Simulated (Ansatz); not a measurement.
This script drives the Python package of Ansatz (0.2.0).

`run_eps.py`
```python
"""Response of CdSe to an electric field."""

import warnings

import ansatz
import numpy as np

XC = "LDA"
FILLING = "fixed"

warnings.simplefilter("ignore", ansatz.DeckWarning)

structure = (
    ansatz.Lattice.of((0.0, 3.070271, 3.070271), (3.070271, 0.0, 3.070271), (3.070271, 3.070271, 0.0))
    .atom("Cd", (0.0, 0.0, 0.0))
    .atom("Se", (0.75, 0.75, 0.75))
)

# an insulator: whole occupations
model = (
    structure.calculation()
    .functional(XC)
    .basis(19 * ansatz.Ha)
    .kpoints(6)
    .occupations(FILLING)
    .dielectric()
)
out = model.run(threads=1)
response = out.dielectric
eps = np.asarray(response.eps_inf)

values = np.linalg.eigvalsh(eps)
print("principal values of eps_inf:", np.round(values, 3))
print("refractive indices:", np.round(np.sqrt(values), 3))
for site, z in zip(out.lattice.sites, response.zstar_e):
    print(f"{site.symbol:2s} Z* trace/3 = {np.trace(z) / 3:+.3f} e")
print(f"charge neutrality missed by {response.zstar_sum_residual_pre_e:.4f} e before the sum rule")
```

It is started by `python run_eps.py`. Estimate its wall time and peak memory on 1 thread of Arm Neoverse V1, with other jobs on the host.

It took about 57 s, with a peak of 0.68 GiB, for 1 run of the engine.

```console
$ python run_eps.py
principal values of eps_inf: [9.313 9.313 9.313]
refractive indices: [3.052 3.052 3.052]
Cd Z* trace/3 = +2.303 e
Se Z* trace/3 = -2.303 e
charge neutrality missed by 0.0011 e before the sum rule
```

The Fermi level of a run with fixed occupations marks the highest occupied state on its mesh, not mid-gap. Pressure is positive in compression. This cell is a computed structure, which may not be the phase found in nature. This is the electronic (clamped-ion) response; a semilocal gap that is too small tends to raise it. The typed mesh is that of the SCF; the response is solved on denser meshes that the run picks.
